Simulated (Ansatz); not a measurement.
# ClFOSi: single points off equilibrium

An exercise on one series of results from a longer session: the logs are not shown, and one member is left open.

Method: single points in def2-TZVPP; program: Ansatz 0.2.0, Gaussian basis.

Correlated methods freeze the cores.

## The system as given

SMILES `O=[Si](F)Cl`, 4 atoms, charge 0, spin multiplicity 1.

Atoms are counted from 1 here; the program's logs count them from 0.

Bond lengths: O1–Si2 1.492 Å, Si2–F3 1.614 Å, Si2–Cl4 1.971 Å. Angles: O1–Si2–F3 122.6°, O1–Si2–Cl4 132.0°, F3–Si2–Cl4 105.4°.

Coordinates:

```mol
ClFOSi
  3D, bonds by distance, orders not assigned

  4  3  0  0  0  0  0  0  0  0999 V2000
    1.1312    0.7136    0.9744 O   0  0
    0.1227    0.0482    0.0991 Si  0  0
    0.0436   -1.5550   -0.0735 F   0  0
   -1.3170    0.7693   -1.0382 Cl  0  0
  1  2  8  0
  2  3  8  0
  2  4  8  0
M  END
```

The first run:

Input file run/in.yaml:

```yaml
crystal:
  periodic: [false, false, false]
  atoms:
    - {symbol: O, position_ang: [1.131200, 0.713600, 0.974400]}
    - {symbol: Si, position_ang: [0.122700, 0.048200, 0.099100]}
    - {symbol: F, position_ang: [0.043600, -1.555000, -0.073500]}
    - {symbol: Cl, position_ang: [-1.317000, 0.769300, -1.038200]}
basis:
  gaussian: {orbitals: def2-TZVPP}
correlation: {method: ccsd_t}
output: {forces: true}
```

The command line of these runs was not kept.

Steps of the session up to this table: CCSD(T)/def2-TZVPP; PBE0-D4/def2-TZVPP; wB97M-V/def2-TZVPP; r2SCAN-D4/def2-TZVPP; PBE-D4/def2-TZVPP; LC-wPBE/def2-TZVPP; HSE06-D4/def2-TZVPP.

One table of the session follows, with a row left open; its other results are not shown here.

| method | RMS force component (eV/Å) | angle to CCSD(T) forces (°) | dipole (D) |
| --- | --- | --- | --- |
| CCSD(T) | 0.931 | reference | 2.98 |
| PBE0-D4 | 0.806 | 10.4 | 3.03 |
| wB97M-V | 0.775 | 9.8 | 3.09 |
| r2SCAN-D4 | 0.839 | 2.5 | 2.93 |
| PBE-D4 | 0.900 | 20.2 | 2.83 |
| LC-wPBE | ? | ? | ? |
| HSE06-D4 | 0.810 | 10.0 | 3.02 |

Q: Estimate the row for LC-wPBE from the others.

**Answer.** RMS force component (eV/Å): 0.724; angle to CCSD(T) forces (°): 18.1; dipole (D): 3.12. In the column «RMS force component (eV/Å)» it is the lowest.
